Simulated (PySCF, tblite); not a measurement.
# C₁₀H₇OP: geometry, infrared bands and NMR shifts

What infrared bands and NMR shifts should C₁₀H₇OP (`O=Cc1ccpc2ccccc12`) show?

The runs use tblite 0.8.0 and PySCF 2.14.0, with density-fitted response routines of our own; the level of theory stands in each step. All values are computed, except where a source is named. Atoms are numbered from 0 throughout.

**1. Starting geometry**

19 atoms, charge 0, multiplicity 1; geometry from: force field or distance geometry start.

Bonds of the start (Å): O0–C1 1.25, C1–C2 1.48, C2–C3 1.39, C3–C4 1.36, C4–P5 1.73, P5–C6 1.76, C6–C7 1.36, C7–C8 1.40, C8–C9 1.38, C9–C10 1.39, C10–C11 1.40, C11–C2 1.37, C11–C6 1.39, C1–H12 1.11, C3–H13 1.11, C4–H14 1.09, C7–H15 1.07, C8–H16 1.06, C9–H17 1.10, C10–H18 1.06.

**2. Relaxing the molecule with GFN2-xTB**

Job settings and geometry (Å):

```
{"job": {"kind": "relax", "xc": "GFN2-xTB", "basis": "xTB"}, "charge": 0, "multiplicity": 1}
O     -1.264400    -2.804300     0.288900
C     -1.909300    -1.742300     0.152000
C     -1.328200    -0.386800     0.022300
C     -2.295000     0.607700    -0.114900
C     -2.095000     1.947400    -0.246000
P     -0.436700     2.453900    -0.285200
C      0.628600     1.068800    -0.114000
C      1.970300     1.303500    -0.110100
C      2.870900     0.241400     0.019100
C      2.300800    -1.005500     0.152400
C      0.933100    -1.230900     0.148900
C      0.020200    -0.172900     0.019200
H     -3.009700    -1.883600     0.169100
H     -3.373000     0.324300    -0.096200
H     -2.926300     2.648300    -0.342100
H      2.379500     2.288700    -0.205500
H      3.912800     0.458100     0.015000
H      2.976900    -1.861100     0.254000
H      0.634700    -2.245400     0.265300
```

Run with:

```bash
OMP_NUM_THREADS=1 python probes_run.py task.json out
```

The driver reads the jobs from task.json and runs them one after another.

Standard output:

```text
step      E/eV     max force
  0    -856.76558    3.680
  1    -857.17353    2.927
  2    -857.33299    1.249
  3    -857.41016    0.712
  4    -857.44840    0.414
  5    -857.46599    0.326
  6    -857.47925    0.283
  7    -857.49172    0.296
  8    -857.49930    0.194
  9    -857.50344    0.132
 10    -857.50596    0.146
 11    -857.50845    0.151
 12    -857.51027    0.100
 13    -857.51108    0.066
 14    -857.51150    0.057
 15    -857.51198    0.061
 16    -857.51259    0.059
 17    -857.51311    0.049
 18    -857.51340    0.033
 19    -857.51357    0.027
 20    -857.51368    0.026
 21    -857.51376    0.024
 22    -857.51379    0.017
 23    -857.51381    0.011
 24    -857.51382    0.007
```

Run time: 0.19 s. Hardware: 1 thread of Arm Neoverse V2, shared host.

Step by step:

| step | energy from step 0 (eV) | largest force (eV/Å) |
| --- | --- | --- |
| 0 | 0.0000 | 3.6797 |
| 1 | -0.4080 | 2.9275 |
| 2 | -0.5674 | 1.2485 |
| 3 | -0.6446 | 0.7123 |
| 4 | -0.6828 | 0.4137 |
| 5 | -0.7004 | 0.3263 |
| 6 | -0.7137 | 0.2828 |
| 7 | -0.7261 | 0.2960 |
| 8 | -0.7337 | 0.1937 |
| 9 | -0.7379 | 0.1324 |
| 10 | -0.7404 | 0.1459 |
| 11 | -0.7429 | 0.1509 |
| 12 | -0.7447 | 0.1000 |
| 13 | -0.7455 | 0.0659 |
| 14 | -0.7459 | 0.0571 |
| 15 | -0.7464 | 0.0605 |
| 16 | -0.7470 | 0.0590 |
| 17 | -0.7475 | 0.0488 |
| 18 | -0.7478 | 0.0328 |
| 19 | -0.7480 | 0.0266 |
| 20 | -0.7481 | 0.0262 |
| 21 | -0.7482 | 0.0237 |
| 22 | -0.7482 | 0.0175 |
| 23 | -0.7482 | 0.0112 |
| 24 | -0.7482 | 0.0068 |

Distances of close pairs at the start and the end, largest changes first:

```csv
bond,before (Å),after (Å),change (Å)
C2–C11,1.365,1.433,+0.067
C6–C7,1.362,1.410,+0.048
O0–C1,1.250,1.208,-0.042
C6–C11,1.389,1.421,+0.031
C7–C8,1.399,1.368,-0.031
C3–H13,1.115,1.084,-0.031
C3–C4,1.361,1.385,+0.024
C8–C9,1.378,1.398,+0.021
```

The next job starts from the end point, and lists it.

**3. Vibrational analysis with GFN2-xTB**

Job settings and geometry (Å):

```
{"job": {"kind": "ir", "xc": "GFN2-xTB", "basis": "xTB"}, "charge": 0, "multiplicity": 1}
O     -1.373145    -2.858106     0.288739
C     -1.935751    -1.796157     0.166357
C     -1.361278    -0.456746     0.027137
C     -2.289130     0.566154    -0.102457
C     -1.997128     1.912028    -0.247047
P     -0.416136     2.582346    -0.293939
C      0.560459     1.115263    -0.114328
C      1.955227     1.322975    -0.113411
C      2.832593     0.281615     0.016654
C      2.333837    -1.017668     0.152088
C      0.983922    -1.250656     0.155217
C      0.048780    -0.202898     0.022943
H     -3.046140    -1.769553     0.150114
H     -3.336741     0.287093    -0.089664
H     -2.824445     2.604531    -0.338424
H      2.319036     2.336236    -0.219070
H      3.898420     0.456170     0.015296
H      3.020000    -1.845403     0.255357
H      0.617817    -2.257974     0.260978
```

Standard output:

```text
mode    cm-1     km/mol
  1      43.0      8.33
  2     106.9      2.67
  3     133.2      0.40
  4     186.8      2.49
  5     233.2      7.23
  6     329.0      0.58
  7     331.3      1.20
  8     347.7      0.88
  9     402.4      0.61
 10     419.1      1.64
 11     430.1      0.76
 12     510.3      4.35
 13     565.9      0.07
 14     575.6      4.13
 15     671.4     10.90
 16     692.3      0.25
 17     722.0     18.27
 18     759.6      4.60
 19     769.9     22.86
 20     790.2     33.16
 21     878.0      0.19
 22     892.5      4.66
 23     893.7      1.89
 24     920.2      0.30
 25     924.9      1.35
 26     933.6      0.43
 27    1028.0     43.33
 28    1082.4      5.74
 29    1107.0     20.97
 30    1160.2      3.25
 31    1182.0      2.15
 32    1193.1     22.00
 33    1232.0     40.12
 34    1246.2      0.95
 35    1319.4     26.28
 36    1349.3      1.91
 37    1380.7      9.65
 38    1400.3     20.37
 39    1430.3     30.41
 40    1468.9     24.42
 41    1488.4     66.20
 42    1542.5     52.72
 43    1596.4      6.05
 44    1725.9    485.83
 45    2725.6    162.53
 46    3027.9     26.22
 47    3047.5     22.17
 48    3058.5     10.14
 49    3079.9     21.37
 50    3090.4     53.55
 51    3131.2      5.30
```

It took 0.76 s on 1 thread of Arm Neoverse V2, shared host.

The strongest bands and the atoms that carry them (share of the mass-weighted mode):

| cm⁻¹ | km/mol | atoms |
| --- | --- | --- |
| 790 | 33.2 | H14 39 %, H13 12 % |
| 1028 | 43.3 | C11 18 %, C6 15 %, C7 14 %, C1 11 % |
| 1232 | 40.1 | H13 47 %, C2 17 %, C11 14 % |
| 1488 | 66.2 | C3 27 %, C9 15 %, C8 13 %, C2 11 % |
| 1542 | 52.7 | C8 19 %, C3 18 %, C9 16 %, C2 13 % |
| 1726 | 485.8 | C1 61 %, O0 37 % |
| 2726 | 162.5 | H12 94 % |
| 3090 | 53.5 | H16 46 %, H17 44 % |

**4. Nuclear shieldings: PBE0/pcSseg-1**

Settings changed since step 3:

```diff
@@ -1,2 +1,2 @@
-{"job": {"kind": "ir", "xc": "GFN2-xTB", "basis": "xTB"}, "charge": 0, "multiplicity": 1}
+{"job": {"kind": "nmr", "xc": "PBE0", "basis": "pcSseg-1"}, "charge": 0, "multiplicity": 1}
 O     -1.373145    -2.858106     0.288739
```

Method: GIAO PBE0/pcSseg-1 NMR shielding, non-relativistic, gas phase.

Standard output:

```text
coarse grid: 17912 points
cycle   1  E = -800.8924753159  dE =  2.423e+00  |g| = 7.917e-01  |ddm| = 4.898e+00
cycle   2  E = -800.4393253572  dE =  4.531e-01  |g| = 1.668e+00  |ddm| = 3.498e+00
cycle   3  E = -801.0203954829  dE = -5.811e-01  |g| = 1.643e-01  |ddm| = 2.829e+00
cycle   4  E = -801.0250841561  dE = -4.689e-03  |g| = 9.503e-02  |ddm| = 3.203e-01
cycle   5  E = -801.0272277399  dE = -2.144e-03  |g| = 3.189e-02  |ddm| = 1.584e-01
cycle   6  E = -801.0275109217  dE = -2.832e-04  |g| = 9.344e-03  |ddm| = 5.031e-02
cycle   7  E = -801.0275327984  dE = -2.188e-05  |g| = 3.827e-03  |ddm| = 1.448e-02
cycle   8  E = -801.0275365219  dE = -3.723e-06  |g| = 1.009e-03  |ddm| = 5.177e-03
final grid: 172824 points
cycle   9  E = -801.1093131779  dE = -2.425e-05  |g| = 1.342e-02  |ddm| = 7.775e-02
cycle  10  E = -801.1092087085  dE =  1.045e-04  |g| = 2.581e-02  |ddm| = 4.433e-02
cycle  11  E = -801.1093521897  dE = -1.435e-04  |g| = 2.940e-03  |ddm| = 3.131e-02
cycle  12  E = -801.1093542623  dE = -2.073e-06  |g| = 4.658e-04  |ddm| = 3.745e-03
cycle  13  E = -801.1093543182  dE = -5.589e-08  |g| = 1.746e-04  |ddm| = 8.164e-04
cycle  14  E = -801.1093543258  dE = -7.554e-09  |g| = 6.998e-05  |ddm| = 2.749e-04
cycle  15  E = -801.1093543271  dE = -1.297e-09  |g| = 2.049e-05  |ddm| = 1.086e-04
cycle  16  E = -801.1093543272  dE = -9.982e-11  |g| = 7.975e-06  |ddm| = 3.082e-05
converged SCF energy = -801.1093543272

GIAO shielding tensors (ppm)
atom      isotropic    diamagn.    paramagn.     s11        s22        s33       span
  0 O     -343.452     403.285    -746.737   -988.761   -386.262    344.668   1333.429
  1 C      -13.290     241.975    -255.265    -96.413    -13.398     69.941    166.354
  2 C       53.401     261.202    -207.801    -26.215     12.951    173.468    199.683
  3 C       39.880     252.723    -212.843    -63.328     12.483    170.486    233.814
  4 C       19.245     264.883    -245.638   -157.384     36.352    178.766    336.150
  5 P       28.253     968.235    -939.982   -331.072    -64.081    479.910    810.982
  6 C       24.842     263.979    -239.137    -92.580    -29.269    196.374    288.954
  7 C       46.606     250.923    -204.317    -62.305     38.999    163.125    225.431
  8 C       56.223     254.873    -198.651    -51.552     40.032    180.189    231.740
  9 C       48.121     254.608    -206.486    -66.719     32.652    178.432    245.151
 10 C       51.141     250.166    -199.025    -51.752     18.503    186.672    238.424
 11 C       51.912     251.938    -200.026    -31.279     -2.022    189.037    220.317
 12 H       21.055      27.295      -6.240     16.912     22.360     23.894      6.981
 13 H       23.409      31.820      -8.410     19.318     23.690     27.220      7.902
 14 H       21.889      29.087      -7.198     19.077     19.676     26.914      7.837
 15 H       22.882      31.039      -8.156     17.696     22.856     28.095     10.399
 16 H       23.686      29.509      -5.823     19.325     24.773     26.961      7.636
 17 H       23.342      30.302      -6.960     18.911     24.089     27.026      8.116
 18 H       20.701      33.548     -12.848     11.678     22.874     27.550     15.872
```

Wall time 77 s (1 thread of Arm Neoverse V2, shared host); peak memory 1.1 GiB.

The references, computed at this level on geometries of the same kind, shield at (ppm): ¹H TMS 31.72, ¹³C TMS 186.9, ¹⁷O H2O 336.1, ³¹P H3PO4 318.4. Their shielding less the atom's gives the shift. The references are single molecules in the gas phase, so shifts against H2O, NH3, PH3, H3PO4 or CFCl3 are not on the usual liquid scales and can be off by tens of ppm.

```csv
atoms,environment,σ (ppm),δ (ppm),δ scaled to CDCl3
C1,aldehyde carbonyl carbon,-13.3,200.2,193.5
C4,aromatic CH,19.2,167.7,161.7
C6,ring-fusion aromatic carbon,24.8,162.1,156.3
C3,aromatic CH,39.9,147.0,141.6
C7,aromatic CH,46.6,140.3,135.0
C9,aromatic CH,48.1,138.8,133.6
C10,aromatic CH,51.1,135.8,130.6
C11,ring-fusion aromatic carbon,51.9,135.0,129.9
C2,substituted aromatic carbon,53.4,133.5,128.4
C8,aromatic CH,56.2,130.7,125.7
H18,hydrogen on an aromatic CH,20.70,11.02,10.49
H12,hydrogen on an aldehyde carbonyl carbon,21.06,10.66,10.16
H14,hydrogen on an aromatic CH,21.89,9.83,9.37
H15,hydrogen on an aromatic CH,22.88,8.83,8.43
H17,hydrogen on an aromatic CH,23.34,8.38,8.00
H13,hydrogen on an aromatic CH,23.41,8.31,7.94
H16,hydrogen on an aromatic CH,23.69,8.03,7.68
O0,aldehyde oxygen,-343.5,679.5,–
P5,"phosphorus bonded to 2 C, in a 6-membered ring",28.3,290.1,–
```

The scaled column applies a straight-line fit of computed shieldings to shifts measured in CDCl3 (root-mean-square error 0.16 ppm for H, 1.9 ppm for C).

The run also stored atomic charges by several schemes (e):

| atoms | Mulliken | IAO | Hirshfeld | ESP fit |
| --- | --- | --- | --- | --- |
| O0 | -0.38 | -0.40 | -0.21 | -0.46 |
| C1 | 0.37 | 0.24 | 0.12 | 0.39 |
| C2 | -0.32 | -0.06 | -0.01 | 0.16 |
| C3 | 0.00 | -0.11 | -0.03 | -0.54 |
| C4 | -0.38 | -0.39 | -0.11 | 0.12 |
| P5 | 0.58 | 0.42 | 0.13 | -0.22 |
| C6 | -0.46 | -0.21 | -0.06 | 0.43 |
| C7 | -0.02 | -0.14 | -0.05 | -0.38 |
| C8 | -0.04 | -0.15 | -0.04 | -0.04 |
| C9 | -0.04 | -0.13 | -0.03 | -0.22 |
| C10 | -0.01 | -0.15 | -0.05 | -0.10 |
| C11 | 0.00 | 0.01 | 0.01 | -0.16 |

Mayer bond orders: O0–C1 1.92, C1–C2 1.06, C2–C3 1.47, C3–C4 1.39, C4–P5 1.41, P5–C6 1.17, C6–C7 1.34, C7–C8 1.53, C8–C9 1.32, C9–C10 1.53, C10–C11 1.36, C11–C2 1.19, C11–C6 1.22.

Ring of atoms C2, C3, C4, P5, C6, C11: NICS(0) -6.3, NICS(1) -9.8, NICS(1)zz -23.0 ppm (means of both faces).

Ring of atoms C6, C7, C8, C9, C10, C11: NICS(0) -9.0, NICS(1) -12.4, NICS(1)zz -30.8 ppm (means of both faces).

The fields below are evaluated on a grid from the run's orbitals.

Frontier orbitals at PBE0/pcSseg-1, with the share of their density that lies nearest to each atom:

```
orbital  energy (eV)                                                      lies on
   HOMO        -6.80  P5 18 %; C2, C7, C10 about 13 % each; C4, C8 about 8 % each
   LUMO        -2.88                                     P5 33 %; C2 12 %; O0 9 %
```

ELF in a plane through or near 19 of the atoms.

Ten even steps from '0' (0.00) to '9' (1.00):
```
0000000000000000000000000000
0000000000000233000000000000
0000000000007998400000000000
0000000010018999610252000000
0000000799208821523999100000
0000001899804276677999200000
0000000399735831836885000000
0001783156291373367610000000
0007999677572560153489710000
0007999244007546583799940000
0002786686116439257599810000
0000001522848857354000000000
0000018984812511764999200000
0000079993389801522999700000
0000039980199518575479300000
0000001300055048487000000000
0000000000000026887200000000
0000000000000001233000000000
0000000000000000000000000000
0000000000000000000000000000
```
The map spans 13.0 Å across and 11.0 Å up, centred on the molecule. Atoms in the plane (x, y in Å): O0 (1.3, -2.9), C1 (1.9, -1.8), C2 (1.4, -0.5), C3 (2.3, 0.5), C4 (2.0, 1.9), P5 (0.5, 2.6), C6 (-0.5, 1.1), C7 (-1.9, 1.4), C8 (-2.8, 0.3), C9 (-2.4, -1.0), C10 (-1.0, -1.2), C11 (-0.1, -0.2), H12 (3.0, -1.8), H13 (3.3, 0.2), H14 (2.9, 2.6), H15 (-2.3, 2.4), H16 (-3.9, 0.5), H17 (-3.0, -1.8), H18 (-0.7, -2.3).

On the surface of density 0.002 e/bohr³ the electrostatic potential runs, from the 1st to the 99th percentile, from -1.49 V near O0 to 1.19 V near H13.

**5. Summary of results**

| quantity | value |
| --- | --- |
| strongest single infrared mode (GFN2-xTB) | 1726 cm⁻¹, 486 km/mol |
| zero-point energy (GFN2-xTB) | 85.1 kcal/mol |
| ¹³C shifts against TMS (PBE0/pcSseg-1) | 200.2, 167.7, 162.1, 147.0, 140.3, 138.8, 135.8, 135.0, 133.5, 130.7 ppm |
| ¹H shifts against TMS (PBE0/pcSseg-1) | 11.02, 10.66, 9.83, 8.83, 8.38, 8.31, 8.03 ppm |
| ¹⁷O shifts against H2O (PBE0/pcSseg-1) | 679.5 ppm |
| ³¹P shifts against H3PO4 (PBE0/pcSseg-1) | 290.1 ppm |
| surface potential, 1st and 99th percentile | -1.49 V and 1.19 V |

**Reading.** Relaxing lowered the energy by 0.748 eV in 24 steps; the close pair that moved most is C2–C11, from 1.365 to 1.433 Å. No mode is imaginary among the 51: a minimum at this level. The strongest single mode, at 1726 cm⁻¹, moves mainly C1 and O0. GFN2-xTB is a fitted tight-binding method: band positions and strengths are rough. Its intensities can rank the bands wrongly. The most deshielded carbon is C1 (aldehyde carbonyl carbon), at 200.2 ppm: low-lying n→π* states of the double bond to the heteroatom give a large paramagnetic term (-255 ppm). At PBE0/pcSseg-1: Shielding is most anisotropic at O0 (span 1333 ppm, paramagnetic term -747 ppm). NICS(1)zz of -23 ppm above the planar ring from C2 marks a diatropic (aromatic) ring current. NICS(1)zz of -31 ppm above the planar ring from C6 marks a diatropic (aromatic) ring current. At PBE0/pcSseg-1, counted by nearest atom on the grid, the HOMO lies on P5 18 %; C2, C7, C10 about 13 % each, the LUMO on P5 33 %; C2 12 %.
